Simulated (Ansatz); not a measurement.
Working through a single point from an input written key by key of FGe₃H₇, SMILES [F][GeH2][GeH2][GeH3]

Computed with the Python package of Ansatz (0.2.0).

The script reads `input.yaml`:
```yaml
crystal:
  periodic: [false, false, false]
  atoms:
    - { symbol: F, position_ang: [2.3431, -1.4759, -0.0325] }
    - { symbol: Ge, position_ang: [1.7269, -0.1663, 0.9617] }
    - { symbol: Ge, position_ang: [0.0082, 0.9946, -0.2315] }
    - { symbol: Ge, position_ang: [-1.7517, -0.5381, -0.7597] }
    - { symbol: H, position_ang: [1.1383, -0.7463, 2.2731] }
    - { symbol: H, position_ang: [2.8776, 0.8165, 1.2971] }
    - { symbol: H, position_ang: [-0.5503, 2.1409, 0.6497] }
    - { symbol: H, position_ang: [0.5937, 1.5811, -1.5413] }
    - { symbol: H, position_ang: [-1.1859, -1.6863, -1.6338] }
    - { symbol: H, position_ang: [-2.3309, -1.1254, 0.5526] }
    - { symbol: H, position_ang: [-2.8689, 0.2053, -1.5354] }
basis:
  gaussian: { orbitals: def2-SVP }
correlation:
  method: mp2
```

Run as a notebook:

**Cell 1**
```python
import ansatz as az
```

**Cell 2**
```python
session = az.Session.from_deck("input.yaml")
r = session.plan(threads=1).execute().report
```

**Cell 3**
```python
print("reference energy %16.6f eV" % r["reference_energy_ev"])
print("total energy     %16.6f eV" % r["free_energy_ev"])
print("occupied orbitals outside the frozen core (up, down):", r["n_occupied"], " frozen:", r["n_frozen"], " virtual:", r["n_virtual"])
symbols = ["F", "Ge", "Ge", "Ge", "H", "H", "H", "H", "H", "H", "H"]
print("correlation energy", round(r["free_energy_ev"] - r["reference_energy_ev"], 5), "eV")
cluster = r["correlation"].get("coupled_cluster")
if cluster:
    print("cycles", cluster["cycles"], " T1 diagnostic", round(cluster["t1_diagnostic"], 4), " largest double", round(cluster["largest_double"], 4))
state = r["mean_field"]["state"]
print(f"mean field: {state['energy']['hartree']:.7f} Ha, <S^2> = {abs(state['spin_squared']):.4f}, stability: {state.get('stability', {}).get('kind')}")
```
Output:
```text
reference energy   -172214.773803 eV
total energy       -172238.980152 eV
occupied orbitals outside the frozen core (up, down): [28, 28]  frozen: 28  virtual: [89, 89]
correlation energy -24.20635 eV
mean field: -6328.7762059 Ha, <S^2> = 0.0000, stability: minimum
```

Total energies depend on the basis set; only differences at equal settings carry meaning. The geometry is a force-field or estimated start, not a minimum of this method, and the basis set is short of its limit. Hardware and time: 7.4 s on 1 thread of Arm Neoverse V1 (shared host), peak memory 0.42 GiB.
